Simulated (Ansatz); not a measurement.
# Sn3Te in Ansatz: the effect of functional

The system is Sn3Te.

```
Te Sn
1.0
    -2.30090    2.30090    5.51649
     2.30090   -2.30090    5.51649
     2.30090    2.30090   -5.51649
Te Sn
1 3
Direct
  0.00000 0.00000 0.00000
  0.50000 0.50000 0.00000
  0.25000 0.75000 0.50000
  0.75000 0.25000 0.50000
```

The cell comes from a database or a generator and needn't be the stable form of this composition.

Alike in all runs:

- Program: Ansatz 0.2.0
- Task: projected density of states
- Potentials or basis: Ansatz PAW
- k mesh: 5 × 5 × 5
- Occupations: fermi-dirac, width 0.05 eV
- Spin: no spin polarisation

| functional | cutoff | pressure (GPa) |
| --- | --- | --- |
| LDA | 420 eV (not typed: the program's choice for these potentials) | ? |
| PBEsol | 420 eV (not typed: the program's choice for these potentials) | -3.2 |
| RPBE | 420 eV (not typed: the program's choice for these potentials) | 0.7 |
| revPBE | 420 eV (not typed: the program's choice for these potentials) | 0.4 |
| BLYP | 420 eV (not typed: the program's choice for these potentials) | 3.8 |
| r2SCAN | 500 eV (not typed: the program's choice for these potentials) | -1.2 |
| HSE06 | 420 eV (not typed: the program's choice for these potentials) | -2.0 |
| PBE0 | 420 eV (not typed: the program's choice for these potentials) | -2.0 |
| r2SCAN0 | 500 eV (not typed: the program's choice for these potentials) | -2.1 |

Q: What does the run with functional LDA give?

A: Pressure -4.4 GPa.

Caveats: all runs use coarse meshes; the PAW data sets come from PBE, with cores solved anew for the run's functional, which leaves a small shift of forces and pressure; the density of states is complete only up to the lowest level of the last band computed; the thresholds are loose for stress (some runs).

Runs at the PBE level aren't shown here.
